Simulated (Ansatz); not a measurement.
# PdRhC4N4: a trial structure relaxed

The task: take a trial cell of PdRhC4N4 to zero force and stress.

Program: Ansatz 0.2.0. Level of theory: DFT PBE, scalar-relativistic, plane waves, PAW. These are calculated values, not measurements.

**1. Starting point**

The structure is cubic, space group P-43m (No. 215). The conventional cell has a = 5.909 Å, b = 5.909 Å, c = 5.909 Å, α = 90.00°, β = 90.00°, γ = 90.00°. Pd (site symmetry -43m) is surrounded by 4 N at 2.03 Å. Rh (site symmetry -43m) is surrounded by 4 C at 1.92 Å. C (site symmetry 3m) has 1 N at 1.17 Å and 1 Rh at 1.92 Å in its first shell of neighbours. Around N (site symmetry 3m) lie 1 C at 1.17 Å and 1 Pd at 2.03 Å.

Coordinates:

```xyz
10
Lattice="5.9086 0.0000 0.0000 0.0000 5.9086 0.0000 0.0000 0.0000 5.9086" Properties=species:S:1:pos:R:3 pbc="T T T"
Pd    2.9543    2.9543    2.9543
Rh    0.0000    0.0000    0.0000
C     1.1068    1.1068    1.1068
C     1.1068    4.8018    4.8018
C     4.8018    1.1068    4.8018
C     4.8018    4.8018    1.1068
N     1.7823    1.7823    1.7823
N     1.7823    4.1263    4.1263
N     4.1263    1.7823    4.1263
N     4.1263    4.1263    1.7823
```

The cell is invented: two interpenetrating cyanide-bridged diamond nets (P-43m, No. 215). Lengths come from tabulated atomic sizes and are only a guess.

**2. Probe: one point on a coarse mesh**

File input.yaml:

```yaml
crystal:
  lattice:
    - [5.90860265, 0.0, 0.0]
    - [0.0, 5.90860265, 0.0]
    - [0.0, 0.0, 5.90860265]
  atoms:
    - { symbol: Pd, position: [0.5, 0.5, 0.5] }
    - { symbol: Rh, position: [0.0, 0.0, 0.0], spin: 1.0 }
    - { symbol: C, position: [0.18731679, 0.18731679, 0.18731679] }
    - { symbol: C, position: [0.18731679, 0.81268321, 0.81268321] }
    - { symbol: C, position: [0.81268321, 0.18731679, 0.81268321] }
    - { symbol: C, position: [0.81268321, 0.81268321, 0.18731679] }
    - { symbol: "N", position: [0.30164159, 0.30164159, 0.30164159] }
    - { symbol: "N", position: [0.30164159, 0.69835841, 0.69835841] }
    - { symbol: "N", position: [0.69835841, 0.30164159, 0.69835841] }
    - { symbol: "N", position: [0.69835841, 0.69835841, 0.30164159] }
basis:
  ecutwfc: 420
kpoints:
  mp_grid: { grid: [4, 4, 4] }
hamiltonian:
  xc: pbe
scf:
  occupations: { method: gaussian, width: 0.1 }
  lower_state_search: "off"
output:
  forces: true
  stress: true
  eigenvalues: true
  populations: true
magnetization:
  spin_polarized: true
```

Started as:

```bash
$ ansatz run input.yaml --threads 1 --pin off --max-ram 2560MiB --backend cpu --events-out ev --progress --plain --runs-dir out
```

The session goes on with these runs: a loose first relaxation; full relaxation.

**Question.** What will these runs give? Wanted: conventional cell; volume; energy over the elements; gap on the mesh; total moment.

As calculated:

| quantity | value |
| --- | --- |
| symmetry at the end (tolerance 0.05 Å) | space group P-43m (No. 215) |
| conventional cell | a = 6.011 Å, b = 6.011 Å, c = 6.011 Å, α = 90.00°, β = 90.00°, γ = 90.00° |
| volume | 21.72 Å³/atom |
| energy over the elements (uncorrected; H, N, O, F and Cl as molecules) | +0.81 eV/atom |
| gap on the mesh | none (metal) |
| total moment | 1.00 μB/cell |

**Reading.** The space group P-43m (No. 215) is kept, and the volume per atom grows by 5.3 % from the first guess. The formation energy is positive, so the separate elements lie lower. No finished test with a distortion of lower symmetry is shown, so the end may be a saddle point. Other magnetic orders were not searched.
